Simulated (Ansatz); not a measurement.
Geometry optimisation, DFT PBE-D3(BJ), scalar-relativistic, plane waves, PAW in Ansatz 0.2.0.

Input:

```yaml
crystal:
  lattice:
    - [-3.2494, -5.628126, 0.0]
    - [4.8741, -2.814063, 0.0]
    - [0.0, 0.0, 5.2054]
  atoms:
    - { symbol: Zn, position: [0.49999999, 0.33333333, 0.0] }
    - { symbol: Zn, position: [0.49999999, 0.66666666, 0.5] }
    - { symbol: O, position: [0.49999999, 0.33333333, 0.3823] }
    - { symbol: O, position: [0.49999999, 0.66666666, 0.8823] }
    - { symbol: Zn, position: [0.24999999, 0.83333333, 0.0] }
    - { symbol: Zn, position: [0.25, 0.16666666, 0.5] }
    - { symbol: O, position: [0.24999999, 0.83333333, 0.3823] }
    - { symbol: Zn, position: [0.0, 0.33333333, 0.0] }
    - { symbol: Zn, position: [0.0, 0.66666666, 0.5] }
    - { symbol: F, position: [0.25, 0.16666666, 0.8823] }
    - { symbol: O, position: [0.0, 0.66666666, 0.8823] }
    - { symbol: Zn, position: [0.74999998, 0.83333332, 0.0] }
    - { symbol: Zn, position: [0.74999999, 0.16666666, 0.5] }
    - { symbol: O, position: [0.74999998, 0.83333332, 0.3823] }
    - { symbol: O, position: [0.74999999, 0.16666666, 0.8823] }
total_charge: 1
basis:
  ecutwfc: 420.0
kpoints:
  mp_grid: { grid: [2, 3, 3] }
hamiltonian:
  xc: pbe
  dispersion: d3bj
  pseudopotentials: { kind: paw, azcp: { folder: soft_1 } }
scf:
  occupations: { method: fermi_dirac, width: 0.05 }
  lower_state_search: "off"
relax:
  f_tol: 0.03
  max_steps: 60
  adjacent_minimum: "off"
```

Run as:

```bash
$ ansatz run input.yaml --threads 2 --pin off --max-ram 5120MiB --backend cpu --events-out ev --progress --plain --runs-dir out
```

Where does it end, and by what steps?

The forces met the threshold. Limits of this set-up: no spin, though dangling bonds at a vacancy may carry it, a small cell, in which the defect meets its images, charged cell in a uniform background, uncorrected. After 5 steps the energy has fallen by 1.246 eV; Zn8 moved furthest, 0.41 Å. Joined: Zn6–Zn8 (3.21 → 2.64 Å), Zn6–Zn9 (3.25 → 2.89 Å), Zn8–Zn9 (3.21 → 2.74 Å), Zn8–Zn13 (3.21 → 2.81 Å).

```json
{"step": "0", "energy less start (eV)": "0.0000", "largest force component (eV/Å)": "2.112", "accepted": "yes"}
{"step": "1", "energy less start (eV)": "-0.7770", "largest force component (eV/Å)": "1.179", "accepted": "yes"}
{"step": "2", "energy less start (eV)": "-1.2083", "largest force component (eV/Å)": "0.330", "accepted": "yes"}
{"step": "3", "energy less start (eV)": "-1.2191", "largest force component (eV/Å)": "0.283", "accepted": "yes"}
{"step": "4", "energy less start (eV)": "-1.2448", "largest force component (eV/Å)": "0.035", "accepted": "yes"}
{"step": "5", "energy less start (eV)": "-1.2459", "largest force component (eV/Å)": "0.012", "accepted": "yes"}
```

```xyz
15
Lattice="-3.2494 -5.6281 0.0000 4.8741 -2.8141 0.0000 0.0000 0.0000 5.2054" Properties=species:S:1:pos:R:3
Zn -0.014 -3.918 0.023
Zn 1.671 -4.710 2.577
O -0.009 -3.725 1.994
O 1.642 -4.711 4.569
Zn 3.121 -3.652 0.037
Zn 0.215 -1.759 2.348
O 3.326 -3.730 1.997
Zn 1.747 -0.873 0.386
Zn 3.099 -1.801 2.576
F 0.017 -1.873 4.535
O 3.157 -1.821 4.565
Zn 1.618 -6.605 -0.014
Zn -1.654 -4.761 2.590
O 1.584 -6.611 1.989
O -1.649 -4.792 4.581
```

Whether the end is a true minimum wasn't checked by a vibrational analysis.

Run time: 57 s on 2 threads of Arm Neoverse V1, with other jobs on the host, peak memory 0.53 GiB.
